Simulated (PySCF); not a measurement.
# InCl2(iPr): geometry, NMR shifts and electronic excitations

Wanted: the NMR shifts and electronic excitations of InCl2(iPr) (`C[CH](C)[In]([Cl])[Cl]`), by calculation.

The runs use PySCF 2.14.0, with density-fitted response routines of our own; the level of theory stands in each step. All values are computed, except where a source is named. Atoms count from 0, in the outputs and in this text.

## Step 1: The molecule as given

13 atoms, charge 0, multiplicity 1; geometry from: GFN2-xTB. The atoms were then displaced at random by about 0.03 Å, so the start is not that level's minimum.

Bonds of the start (Å): In0–Cl1 2.27, In0–Cl2 2.45, In0–C3 2.22, C3–C4 1.60, C3–C5 1.57, C3–H6 1.05, C4–H7 1.11, C4–H8 1.13, C4–H9 1.08, C5–H10 1.12, C5–H11 1.13, C5–H12 1.15.

## Step 2: Relaxing the molecule at PBE0-D3(BJ)/def2-SVP

What the job is given:

```
{"job": {"xc": "PBE0", "basis": "def2-SVP", "d3": "d3bj", "grid": 1, "maxiter": 40, "shake": 0.03, "kind": "geom"}, "charge": 0, "multiplicity": 1}
In     1.425250     1.374950    -0.037870
Cl     3.664400     1.727060     0.006970
Cl     0.177420     3.486550    -0.094750
C      0.285190    -0.530940    -0.053070
C     -0.754130    -0.552010    -1.262890
C     -0.551620    -0.636580     1.271220
H      0.986490    -1.308900    -0.139720
H     -0.140380    -0.448260    -2.182200
H     -1.442760     0.326580    -1.116800
H     -1.342300    -1.459870    -1.216680
H     -1.127640    -1.596350     1.341040
H      0.181190    -0.636930     2.133740
H     -1.330470     0.202580     1.373210
```

Command:

```console
> OMP_NUM_THREADS=1 python probes_run.py task.json out
```

One launch serves the whole session: the jobs run in the order shown.

Log:

```text
step   0  E = -1228.34016692  max force = 0.070844
step   1  E = -1228.35653934  max force = 0.013131
step   2  E = -1228.35719196  max force = 0.002508
step   3  E = -1228.35731906  max force = 0.003568
step   4  E = -1228.35728056  max force = 0.004451
step   5  E = -1228.35735077  max force = 0.001188
step   6  E = -1228.35734619  max force = 0.000459
step   7  E = -1228.35734294  max force = 0.000705
step   8  E = -1228.35733895  max force = 0.000398
step   9  E = -1228.35733520  max force = 0.000347
step  10  E = -1228.35733292  max force = 0.000313
optimisation converged
```

Wall time 3.3 min (1 thread of Arm Neoverse N1, shared host); peak memory 0.52 GiB.

The steps of the relaxation: (the energy doesn't fall at every step)

| step | energy from step 0 (eV) | largest force component (eV/Å) |
| --- | --- | --- |
| 0 | 0.0000 | 3.6429 |
| 1 | -0.4455 | 0.6752 |
| 2 | -0.4633 | 0.1290 |
| 3 | -0.4667 | 0.1835 |
| 4 | -0.4657 | 0.2289 |
| 5 | -0.4676 | 0.0611 |
| 6 | -0.4675 | 0.0236 |
| 7 | -0.4674 | 0.0363 |
| 8 | -0.4673 | 0.0205 |
| 9 | -0.4672 | 0.0178 |
| 10 | -0.4671 | 0.0161 |

Distances of close pairs at the start and the end, largest changes first:

| bond | before (Å) | after (Å) | change (Å) |
| --- | --- | --- | --- |
| In0–Cl2 | 2.453 | 2.355 | -0.099 |
| In0–Cl1 | 2.267 | 2.348 | +0.081 |
| C3–C4 | 1.595 | 1.522 | -0.073 |
| In0–C3 | 2.221 | 2.169 | -0.052 |
| C3–H6 | 1.051 | 1.101 | +0.050 |
| C5–H12 | 1.149 | 1.102 | -0.047 |
| C3–C5 | 1.570 | 1.523 | -0.047 |
| C5–H11 | 1.132 | 1.101 | -0.031 |

The final coordinates are the input of the step that follows.

| at the end point | value |
| --- | --- |
| point group (found at 0.08 Å tolerance) | C1 |
| rotational constants (GHz, main isotopes) | 1.644, 1.046, 0.736 |
| dipole moment (D) | 4.27 |

## Step 3: Shielding tensors: PBE0/def2-TZVP+pcSseg-1

What the job is given:

```
{"job": {"kind": "nmr", "xc": "PBE0", "basis": {"default": "pcSseg-1", "In": "def2-TZVP"}}, "charge": 0, "multiplicity": 1}
In     1.345817     1.353734    -0.072700
Cl     3.647553     1.708945     0.227791
Cl     0.168152     3.360996    -0.430048
C      0.215850    -0.497275    -0.028997
C     -0.725686    -0.529376    -1.224312
C     -0.509988    -0.599969     1.305980
H      0.970811    -1.294768    -0.112071
H     -0.188767    -0.496872    -2.184955
H     -1.432988     0.315337    -1.209215
H     -1.323930    -1.457809    -1.212582
H     -1.093229    -1.537154     1.349028
H      0.179974    -0.605939     2.164077
H     -1.222930     0.228029     1.450203
```

Method: GIAO PBE0/pcSseg-1 In:def2-TZVP NMR shielding, scalar relativity only through core potentials, gas phase.

Log:

```text
coarse grid: 53568 points
cycle   1  E = -1227.7059119021  dE = -3.158e+01  |g| = 2.105e+00  |ddm| = 4.507e+01
cycle   2  E = -1226.7570545575  dE =  9.489e-01  |g| = 3.432e+00  |ddm| = 8.858e+00
cycle   3  E = -1228.6683722311  dE = -1.911e+00  |g| = 1.881e-01  |ddm| = 3.650e+00
cycle   4  E = -1228.6754505819  dE = -7.078e-03  |g| = 1.046e-01  |ddm| = 4.038e-01
cycle   5  E = -1228.6778208968  dE = -2.370e-03  |g| = 2.676e-02  |ddm| = 1.246e-01
cycle   6  E = -1228.6780070123  dE = -1.861e-04  |g| = 8.495e-03  |ddm| = 4.762e-02
cycle   7  E = -1228.6780243523  dE = -1.734e-05  |g| = 1.797e-03  |ddm| = 9.405e-03
cycle   8  E = -1228.6780251892  dE = -8.369e-07  |g| = 3.813e-04  |ddm| = 2.596e-03
final grid: 108768 points
cycle   9  E = -1228.6779707087  dE = -6.608e-08  |g| = 5.032e-04  |ddm| = 1.832e-03
cycle  10  E = -1228.6779706216  dE =  8.711e-08  |g| = 7.675e-04  |ddm| = 1.443e-03
cycle  11  E = -1228.6779707744  dE = -1.528e-07  |g| = 5.993e-05  |ddm| = 8.809e-04
cycle  12  E = -1228.6779707753  dE = -8.638e-10  |g| = 1.011e-05  |ddm| = 6.562e-05
converged SCF energy = -1228.6779707753

GIAO shielding tensors (ppm)
atom      isotropic    diamagn.    paramagn.     s11        s22        s33       span
  0 In         nan         nan         nan        nan        nan        nan        nan
  1 Cl     882.811    1148.012    -265.200    673.753    931.300   1043.382    369.629
  2 Cl     911.673    1148.395    -236.722    687.692   1004.082   1043.245    355.553
  3 C      144.067     246.649    -102.582    118.223    142.640    171.337     53.114
  4 C      161.622     247.545     -85.923    145.023    156.062    183.781     38.758
  5 C      162.379     247.628     -85.249    145.948    156.380    184.810     38.862
  6 H       28.965      30.594      -1.628     25.515     27.444     33.937      8.421
  7 H       29.730      29.351       0.379     24.596     28.121     36.474     11.878
  8 H       29.531      30.022      -0.490     24.382     30.041     34.172      9.790
  9 H       29.923      29.073       0.850     25.397     26.619     37.754     12.357
 10 H       29.911      28.991       0.920     25.483     26.464     37.786     12.304
 11 H       29.672      29.280       0.393     24.227     28.437     36.353     12.126
 12 H       29.741      30.045      -0.305     24.870     29.567     34.785      9.915
```

Wall time 57 s (1 thread of Arm Neoverse N1, shared host); peak memory 1.1 GiB.

The references, computed at this level on geometries of the same kind, shield at (ppm): 1H TMS 31.27, 13C TMS 184.4, 35Cl HCl 943. Their shielding less the atom's gives the shift. The references are single molecules in the gas phase. Atoms listed in one row are averaged.

| atoms | environment | σ (ppm) | δ (ppm) |
| --- | --- | --- | --- |
| C3 | carbon bonded to 2 C, In, H | 144.1 | 40.3 |
| C4, C5 | carbon bonded to C, 3 H | 162.0 | 22.4 |
| H6 | hydrogen on a carbon bonded to 2 C, In | 28.97 | 2.30 |
| H7, H8, H9, H10, H11, H12 | hydrogen on a carbon bonded to C | 29.75 | 1.52 |
| Cl1, Cl2 | chlorine bonded to In | 897 | 46 |

Atoms past Kr carry core potentials, so their printed shieldings have no meaning and are left out of the table.

Charges from the same density, by scheme (e):

| atoms | Mulliken | ESP fit |
| --- | --- | --- |
| In0 | 0.78 | 0.63 |
| Cl1, Cl2 | -0.35 | -0.33 |
| C3 | -0.54 | 0.17 |
| C4, C5 | -0.25 | -0.28 |

Mayer bond orders: In0–Cl1 0.97, In0–Cl2 0.96, In0–C3 0.86, C3–C4 1.04, C3–C5 1.04.

With diffuse functions Mulliken charges and Mayer bond orders lose their meaning; the other schemes are steadier.

Orbitals, density, ELF and potential are computed afterwards from the orbital file.

Frontier orbitals at PBE0/def2-TZVP+pcSseg-1, with the share of their density that lies nearest to each atom:

| orbital | energy (eV) | lies on |
| --- | --- | --- |
| HOMO | -7.91 | C3 27 %; Cl1, Cl2 about 17 % each; In0 15 % |
| LUMO | -1.80 | In0 39 %; Cl1 17 %; C3 17 % |

ELF in a plane through or near 4 of the atoms.

Values, 10 rows by 14 columns:
```
0.00 0.00 0.00 0.00 0.00 0.00 0.00 0.00 0.00 0.00 0.00 0.00 0.00 0.00
0.00 0.00 0.00 0.00 0.00 0.00 0.00 0.03 0.00 0.00 0.00 0.00 0.00 0.00
0.00 0.00 0.00 0.01 0.00 0.00 0.61 1.00 0.49 0.08 0.00 0.00 0.00 0.00
0.00 0.05 0.40 0.43 0.13 0.05 0.09 0.94 0.69 0.99 0.61 0.00 0.00 0.00
0.00 0.23 0.67 0.60 0.17 0.35 0.48 0.92 0.62 0.91 0.18 0.00 0.00 0.00
0.00 0.08 0.36 0.22 0.47 0.69 0.51 0.72 0.42 0.39 0.05 0.00 0.00 0.00
0.00 0.00 0.01 0.02 0.11 0.15 0.07 0.52 0.20 0.99 0.75 0.00 0.00 0.00
0.00 0.00 0.00 0.01 0.03 0.01 0.02 0.52 0.27 0.15 0.02 0.00 0.00 0.00
0.00 0.00 0.00 0.00 0.00 0.00 0.00 0.03 0.01 0.00 0.00 0.00 0.00 0.00
0.00 0.00 0.00 0.00 0.00 0.00 0.00 0.00 0.00 0.00 0.00 0.00 0.00 0.00
```
The map spans 12.8 Å across and 9.7 Å up, centred on the molecule. Atoms in the plane (x, y in Å): In0 (-1.9, -0.1), C4 (0.9, -1.2), H10 (1.9, 1.4), H11 (0.3, 2.2).

log10 of the density (e/Å³) in the same plane.

Values, 10 rows by 14 columns:
```
-4.0 -4.0 -4.0 -4.0 -4.0 -4.0 -4.0 -4.0 -4.0 -4.0 -4.0 -4.0 -4.0 -4.0
-4.0 -4.0 -4.0 -4.0 -4.0 -4.0 -3.2 -2.6 -2.9 -3.7 -4.0 -4.0 -4.0 -4.0
-4.0 -3.8 -2.9 -2.7 -2.9 -3.0 -1.8 -0.7 -1.2 -2.1 -3.0 -4.0 -4.0 -4.0
-4.0 -2.4 -1.6 -1.4 -1.6 -1.8 -1.3  0.1 -0.1 -0.5 -1.9 -3.8 -4.0 -4.0
-3.6 -1.9 -1.0 -0.6 -0.4  0.1 -0.6  0.1 -0.1 -0.8 -2.1 -3.8 -4.0 -4.0
-3.9 -2.3 -1.4 -0.9  0.4  1.2 -0.3  0.1 -0.4 -1.1 -2.2 -3.7 -4.0 -4.0
-4.0 -3.3 -2.5 -1.7 -1.1 -0.9 -1.2  0.0  0.3 -0.4 -1.7 -3.6 -4.0 -4.0
-4.0 -4.0 -3.6 -2.7 -2.2 -2.3 -2.0 -0.8 -0.8 -1.7 -2.6 -4.0 -4.0 -4.0
-4.0 -4.0 -4.0 -3.9 -3.6 -3.6 -3.1 -2.4 -2.4 -3.1 -4.0 -4.0 -4.0 -4.0
-4.0 -4.0 -4.0 -4.0 -4.0 -4.0 -4.0 -4.0 -4.0 -4.0 -4.0 -4.0 -4.0 -4.0
```
The map spans 12.8 Å across and 9.7 Å up, centred on the molecule. Atoms in the plane (x, y in Å): In0 (-1.9, -0.1), C4 (0.9, -1.2), H10 (1.9, 1.4), H11 (0.3, 2.2).

On the surface of density 0.002 e/bohr³ the electrostatic potential runs, from the 1st to the 99th percentile, from -0.98 V near Cl2 to 2.99 V near In0.

## Step 4: Ultraviolet spectrum: wB97X-D/def2-SVPD

The job, as its differences from that of step 3:

```diff
@@ -1,2 +1,2 @@
-{"job": {"kind": "nmr", "xc": "PBE0", "basis": {"default": "pcSseg-1", "In": "def2-TZVP"}}, "charge": 0, "multiplicity": 1}
+{"job": {"kind": "uv", "xc": "wB97X-D", "basis": "def2-SVPD", "ip": true, "nstates": 10}, "charge": 0, "multiplicity": 1}
 In     1.345817     1.353734    -0.072700
```

Level: TDDFT wB97X-D/def2-SVPD, vertical, gas phase, core orbitals frozen in the response.

Log:

```text
coarse grid: 53568 points
cycle   1  E = -1227.9425685217  dE = -2.060e+01  |g| = 1.919e+00  |ddm| = 1.719e+01
cycle   2  E = -1228.2477976278  dE = -3.052e-01  |g| = 1.751e+00  |ddm| = 1.332e+01
cycle   3  E = -1228.8264806013  dE = -5.787e-01  |g| = 1.031e-01  |ddm| = 3.961e+00
cycle   4  E = -1228.8298190375  dE = -3.338e-03  |g| = 6.249e-02  |ddm| = 4.444e-01
cycle   5  E = -1228.8308655903  dE = -1.047e-03  |g| = 1.237e-02  |ddm| = 1.188e-01
cycle   6  E = -1228.8309480509  dE = -8.246e-05  |g| = 7.680e-03  |ddm| = 5.438e-02
cycle   7  E = -1228.8309698841  dE = -2.183e-05  |g| = 1.425e-03  |ddm| = 2.015e-02
cycle   8  E = -1228.8309716244  dE = -1.740e-06  |g| = 4.509e-04  |ddm| = 7.985e-03
final grid: 108768 points
cycle   9  E = -1228.8326508139  dE = -1.085e-05  |g| = 1.728e-03  |ddm| = 2.438e-02
cycle  10  E = -1228.8326511488  dE = -3.348e-07  |g| = 1.225e-03  |ddm| = 6.916e-03
cycle  11  E = -1228.8326514563  dE = -3.075e-07  |g| = 1.080e-04  |ddm| = 3.105e-03
cycle  12  E = -1228.8326514609  dE = -4.630e-09  |g| = 4.125e-05  |ddm| = 3.365e-04
cycle  13  E = -1228.8326514618  dE = -8.836e-10  |g| = 8.420e-06  |ddm| = 1.497e-04
converged SCF energy = -1228.8326514618

Static polarisability (au): isotropic 102.802, principal 81.610 102.095 124.701

Singlet excitations
state   eV       nm        f      main configurations
  1   5.3225    232.9   0.01270   H->L+1 0.96
  2   5.5893    221.8   0.33179   H->L 0.88
  3   5.8593    211.6   0.03203   H-1->L 0.90
  4   5.9369    208.8   0.00032   H-2->L 0.93
  5   6.1561    201.4   0.00014   H-1->L+1 0.98
  6   6.2961    196.9   0.04055   H-3->L 0.82, H-4->L 0.10
  7   6.3653    194.8   0.04351   H-4->L 0.77, H-3->L 0.10
  8   6.4673    191.7   0.00858   H-2->L+1 0.81, H-5->L 0.13
  9   6.6727    185.8   0.00543   H-4->L+1 0.82, H-3->L+1 0.15
 10   6.9164    179.3   0.09295   H-3->L+1 0.74, H-4->L+1 0.14

Triplet excitations (Tamm-Dancoff, eV): 4.3294 5.0224 5.4885 5.6636
Vertical ionisation energy (delta-SCF) = 9.8083 eV
Vertical electron affinity (delta-SCF) = 0.2702 eV
```

Wall time 5.9 min (1 thread of Arm Neoverse N1, shared host); peak memory 1.1 GiB.

Frontier orbitals and where they lie:

| orbital | eV | atoms |
| --- | --- | --- |
| HOMO−3 | -11.08 | Cl1 58 %, Cl2 31 %, In0 8 % |
| HOMO−2 | -10.72 | Cl2 61 %, Cl1 34 %, In0 6 % |
| HOMO−1 | -10.57 | Cl2 58 %, Cl1 38 % |
| HOMO | -9.69 | C3 29 %, Cl2 15 %, In0 15 % |
| LUMO | -0.29 | In0 43 %, Cl1 18 %, C3 16 % |
| LUMO+1 | 0.05 | In0 57 %, Cl1 12 %, Cl2 12 % |
| LUMO+2 | 1.63 | In0 55 %, Cl1 10 %, Cl2 7 % |

With each of the 10 states as a Gaussian band of 0.4 eV half-width at 1/e, the curve within the window shown has maxima at 221 nm (ε 15,000) L/(mol cm). Beyond the last state computed it falls off for lack of states. The curve at chosen wavelengths:

```csv
nm,ε (L/mol/cm)
172,2217
176,3623
179,4353
183,4732
186,4767
190,4800
194,4910
197,5061
201,5570
204,6422
208,8369
212,10948
215,12813
219,14456
222,14710
226,13676
230,11466
233,9439
237,6755
240,4993
244,3139
248,1855
251,1207
255,652
258,400
262,202
```

Leading natural transition orbitals of singlet state 2: the hole lies on Cl1 28 %; Cl2 21 %; C3 20 %; the particle on In0 38 %; Cl1 19 %; Cl2 15 %.

Leading natural transition orbitals of singlet state 1: the hole lies on C3 28 %; Cl1, Cl2 about 18 % each; In0 15 %; the particle on In0 61 %; Cl1, Cl2 about 8 % each; H7 7 %.

Further results of this job:

| property | computed |
| --- | --- |
| dipole moment (D) | 4.56 |
| polarisability (Å³) | 15.23 |
| HOMO–LUMO gap (eV) | 9.40 |
| −ε(HOMO) (eV) | 9.69 |

## Step 5: Shielding tensors: KT2/def2-TZVP+pcSseg-1

The job, as its differences from that of step 4:

```diff
@@ -1,2 +1,2 @@
-{"job": {"kind": "uv", "xc": "wB97X-D", "basis": "def2-SVPD", "ip": true, "nstates": 10}, "charge": 0, "multiplicity": 1}
+{"job": {"kind": "nmr", "xc": "KT2", "basis": {"default": "pcSseg-1", "In": "def2-TZVP"}, "pop": false}, "charge": 0, "multiplicity": 1}
 In     1.345817     1.353734    -0.072700
```

Level: GIAO KT2/pcSseg-1 In:def2-TZVP NMR shielding, scalar relativity only through core potentials, gas phase.

Log:

```text
coarse grid: 53568 points
cycle   1  E = -1237.7954324733  dE = -3.108e+01  |g| = 2.421e+00  |ddm| = 4.374e+01
cycle   2  E = -1199.6624169776  dE =  3.813e+01  |g| = 9.160e+00  |ddm| = 2.567e+01
cycle   3  E = -1239.0133760800  dE = -3.935e+01  |g| = 6.381e-01  |ddm| = 2.412e+01
cycle   4  E = -1238.7556131397  dE =  2.578e-01  |g| = 1.135e+00  |ddm| = 2.479e+00
cycle   5  E = -1239.1401161029  dE = -3.845e-01  |g| = 1.719e-01  |ddm| = 1.486e+00
cycle   6  E = -1239.1455025281  dE = -5.386e-03  |g| = 8.290e-02  |ddm| = 2.280e-01
cycle   7  E = -1239.1473388244  dE = -1.836e-03  |g| = 1.353e-02  |ddm| = 1.412e-01
cycle   8  E = -1239.1473818834  dE = -4.306e-05  |g| = 4.074e-03  |ddm| = 2.177e-02
cycle   9  E = -1239.1473858931  dE = -4.010e-06  |g| = 8.969e-04  |ddm| = 5.312e-03
final grid: 108768 points
cycle  10  E = -1239.1472959648  dE =  1.004e-07  |g| = 1.311e-03  |ddm| = 3.417e-03
cycle  11  E = -1239.1472949803  dE =  9.845e-07  |g| = 2.279e-03  |ddm| = 4.976e-03
cycle  12  E = -1239.1472964708  dE = -1.491e-06  |g| = 1.977e-04  |ddm| = 3.498e-03
cycle  13  E = -1239.1472964782  dE = -7.329e-09  |g| = 2.608e-05  |ddm| = 3.496e-04
cycle  14  E = -1239.1472964783  dE = -1.610e-10  |g| = 9.917e-06  |ddm| = 3.869e-05
converged SCF energy = -1239.1472964783

GIAO shielding tensors (ppm)
atom      isotropic    diamagn.    paramagn.     s11        s22        s33       span
  0 In         nan         nan         nan        nan        nan        nan        nan
  1 Cl     819.633    1150.100    -330.467    581.060    858.961   1018.878    437.818
  2 Cl     853.059    1150.547    -297.489    595.043    946.490   1017.642    422.599
  3 C      134.012     249.147    -115.135    104.257    130.365    167.414     63.157
  4 C      158.621     248.616     -89.995    140.790    152.496    182.577     41.788
  5 C      159.476     248.763     -89.287    141.841    152.889    183.698     41.857
  6 H       28.467      30.940      -2.474     25.403     27.130     32.867      7.464
  7 H       29.467      29.454       0.012     24.560     27.968     35.872     11.312
  8 H       29.343      30.447      -1.104     24.413     29.993     33.623      9.210
  9 H       29.811      29.229       0.582     25.583     26.558     37.292     11.708
 10 H       29.809      29.156       0.653     25.688     26.403     37.336     11.648
 11 H       29.415      29.380       0.035     24.200     28.295     35.750     11.550
 12 H       29.555      30.461      -0.907     24.916     29.512     34.236      9.321
```

Run time: 56 s. Hardware: 1 thread of Arm Neoverse N1, shared host; peak memory 1.2 GiB.

This run: δ C3 49.2, C4 24.2, Cl1 106, H6 2.71, H7 1.61 ppm (means over like atoms).

## Step 6: Run by run: NMR shifts

Shifts (ppm), means over like atoms, with basis size and wall time:

| run | C3 | C4 | H6 | H7 | Cl1 | functions | time |
| --- | --- | --- | --- | --- | --- | --- | --- |
| PBE0/def2-TZVP+pcSseg-1 | 40.3 | 22.4 | 2.30 | 1.52 | 46 | 184 | 57 s |
| KT2/def2-TZVP+pcSseg-1 | 49.2 | 24.2 | 2.71 | 1.61 | 106 | 184 | 56 s |

## Step 7: What came out

| quantity | value |
| --- | --- |
| point group | C1 |
| rotational constants (main isotopes) | 1.64, 1.05, 0.74 GHz |
| 13C shifts against TMS (PBE0/def2-TZVP+pcSseg-1, means over atoms taken as alike) | 40.3, 22.4 ppm |
| 1H shifts against TMS (PBE0/def2-TZVP+pcSseg-1, means over atoms taken as alike) | 2.30, 1.52 ppm |
| 35Cl shifts against HCl (PBE0/def2-TZVP+pcSseg-1, means over atoms taken as alike) | 46 ppm |
| surface potential, 1st and 99th percentile | -0.98 V and 2.99 V |
| lowest singlet (wB97X-D/def2-SVPD) | 5.32 eV (233 nm), f = 0.013 |
| brightest single state of those computed | state 2, 5.59 eV, f = 0.332 |
| lowest triplet | 4.33 eV |
| vertical ionisation energy (ΔSCF) | 9.81 eV |
| vertical electron affinity (ΔSCF) | 0.27 eV |
| range of the shift of Cl1 | 46 to 106 ppm |

**Reading.** The start was shaken at random, so part of the energy gained undoes that. The optimisation took 10 steps and gained 0.467 eV; among the close pairs (by a distance rule), In0–Cl2 changed most, from 2.453 to 2.355 Å. No frequency check was run at this level, so the end point may be a saddle. At PBE0/def2-TZVP+pcSseg-1: The largest span, 363 ppm, is at Cl1, Cl2, where the paramagnetic term is -251 ppm. At PBE0/def2-TZVP+pcSseg-1, counted by nearest atom on the grid, the HOMO lies on C3 27 %; Cl1, Cl2 about 17 % each, the LUMO on In0 39 %; Cl1 17 %. The lowest singlet, at 5.32 eV, is HOMO→LUMO+1 0.96 and is weak; of the 10 states computed, the strongest absorption comes from state 2 at 5.59 eV. The lowest triplet lies 0.99 eV below the lowest singlet (triplets in Tamm-Dancoff, singlets in full TDDFT). Spin-orbit coupling, left out, mixes singlets and triplets in elements this heavy. The orbital energy would give 9.69 eV for ionisation, ΔSCF gives 9.81 eV. Across the 2 runs the shift of Cl1 (with its like atoms) moves most, between 46 (PBE0/def2-TZVP+pcSseg-1) and 106 ppm (KT2/def2-TZVP+pcSseg-1). Spin-orbit coupling is left out, which matters for shieldings and couplings at and beside the heavy atoms.
